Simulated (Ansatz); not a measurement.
# InBiSe4: the cost of one run

Program: Ansatz 0.2.0. Level of theory: DFT PBE, scalar-relativistic, plane waves, PAW, unless a step names another level. These are calculated values, not measurements.

8 further runs of the same task are left out: 1 that didn't finish, 7 set aside as unsound or not needed.

**1. What the formula suggests**

Pauling electronegativities: In 1.78, Bi 2.02, Se 2.55 (spread 0.77). The formula balances with common oxidation states: Bi +5, In +3, Se -2, a formal count that means little at so small a spread. Tabulated atomic sizes suggest about 27 Å³/atom. 29 candidates were drawn, by swapping species into database cells of other compounds, at random by space group and Wyckoff sites, or by hand, as the table says:

| name | made from | space group no. | Wyckoff sites | atoms (primitive cell) | V (Å³/atom) |
| --- | --- | --- | --- | --- | --- |
| c01 | random | 2 | In 1e; Bi 1f; Se 1a, 2i, 1c | 6 | 28.5 |
| c02 | built by hand: CdI2, cations striped within layers | 10 | In 1a; Bi 1f; Se 2m, 2n | 6 | 27.6 |
| c03 | random | 71 | In 2c; Bi 2a; Se 8l | 6 | 30.7 |
| c04 | built by hand: CdI2, alternating InSe2 and BiSe2 layers | 164 | In 1a; Bi 1b; Se 2d, 2d | 6 | 27.0 |
| c05 | database cell of HfTeSe4 | 10 | In 1f; Bi 1a; Se 2m, 2n | 6 | 29.7 |
| c06 | random | 123 | In 1c; Bi 1a; Se 4j | 6 | 28.8 |
| c07 | database cell of BaCaI4 | 8 | In 2a; Bi 2a; Se 4b, 2a, 2a | 6 | 35.5 |
| c08 | random | 139 | In 2a; Bi 2b; Se 8j | 6 | 32.8 |
| c09 | random | 71 | In 2d; Bi 2b; Se 8l | 6 | 29.9 |
| c10 | random | 12 | In 2c; Bi 2a; Se 8j | 6 | 27.0 |
| c11 | database cell of BPS4 | 23 | In 2b; Bi 2a; Se 8k | 6 | 32.7 |
| c12 | random | 216 | In 4b; Bi 4c; Se 16e | 6 | 34.6 |
| c13 | random | 216 | In 4b; Bi 4a; Se 16e | 6 | 34.0 |
| c14 | database cell of PrAlNi4 | 65 | In 2d; Bi 2b; Se 4i, 4f | 6 | 28.6 |
| c15 | random | 65 | In 2a; Bi 2b; Se 8m | 6 | 33.5 |
| c16 | random | 2 | In 1c; Bi 1g; Se 1b, 2i, 1f | 6 | 31.5 |
| c17 | random | 99 | In 1b; Bi 1b; Se 4e | 6 | 30.4 |
| c18 | built by hand: BPS4 (ordered SiS2 chains) | 23 | In 2a; Bi 2d; Se 8k | 6 | 29.1 |
| c19 | random | 71 | In 2d; Bi 2b; Se 2a, 4j, 2c | 6 | 29.3 |
| c20 | database cell of CeDyC4 | 123 | In 1a; Bi 1d; Se 2g, 2h | 6 | 22.9 |
| c21 | database cell of ErAlCu4 | 187 | In 1e; Bi 1a; Se 1c, 3k | 6 | 28.6 |
| c22 | database cell of ErCdCu4 | 216 | In 4a; Bi 4d; Se 16e | 6 | 25.5 |
| c23 | database cell of HoCo4Ni | 187 | In 1a; Bi 1e; Se 1c, 3k | 6 | 30.3 |
| c24 | database cell of NdDyC4 | 12 | In 2a; Bi 2d; Se 4i, 4i | 6 | 24.0 |
| c25 | random | 139 | In 2a; Bi 2b; Se 4d, 4e | 6 | 30.8 |
| c26 | built by hand: Layered InBiSe4 with Se-Se dumbbells | 156 | In 1a; Bi 1c; Se 1c, 1b, 1a, 1a | 6 | 26.9 |
| c27 | database cell of CoSi4Ni | 166 | In 3b; Bi 3a; Se 6c, 6c | 6 | 26.4 |
| c28 | built by hand: InPS4 (ordered defect zincblende) | 82 | In 2d; Bi 2a; Se 8g | 6 | 27.0 |
| c29 | database cell of NdInNi4 | 216 | In 4a; Bi 4c; Se 16e | 6 | 26.6 |

**2. Screening run of c02**

Contents of input.yaml:

```yaml
crystal:
  lattice:
    - [6.0, 0.0, 0.0]
    - [0.0, 4.0, 0.0]
    - [0.0, 0.0, 6.9]
  atoms:
    - { symbol: In, position: [0.0, 0.0, 0.0] }
    - { symbol: Bi, position: [0.0, 0.5, 0.5] }
    - { symbol: Se, position: [0.75, 0.0, 0.6667] }
    - { symbol: Se, position: [0.25, 0.0, 0.3333] }
    - { symbol: Se, position: [0.25, 0.5, 0.8333] }
    - { symbol: Se, position: [0.75, 0.5, 0.1667] }
basis:
  ecutwfc: 420
kpoints:
  mp_grid: { grid: [2, 3, 2] }
hamiltonian:
  xc: pbe
scf:
  occupations: { method: gaussian, width: 0.15 }
  lower_state_search: "off"
output:
  forces: true
  stress: true
  eigenvalues: true
relax:
  adjacent_minimum: "off"
  f_tol: 0.08
  max_steps: 16
  cell: { stress_tol: 0.8 }
```

On the command line:

```sh
$ ansatz run input.yaml --threads 1 --pin off --max-ram 2560MiB --backend cpu --events-out ev --progress --plain --runs-dir out
```

Q: Estimate wall time and peak memory on 1 thread of Intel Xeon Platinum 8259CL at 2.50GHz (Skylake/Cascade Lake), shared host.

About 68 s, with a peak of 0.54 GiB.
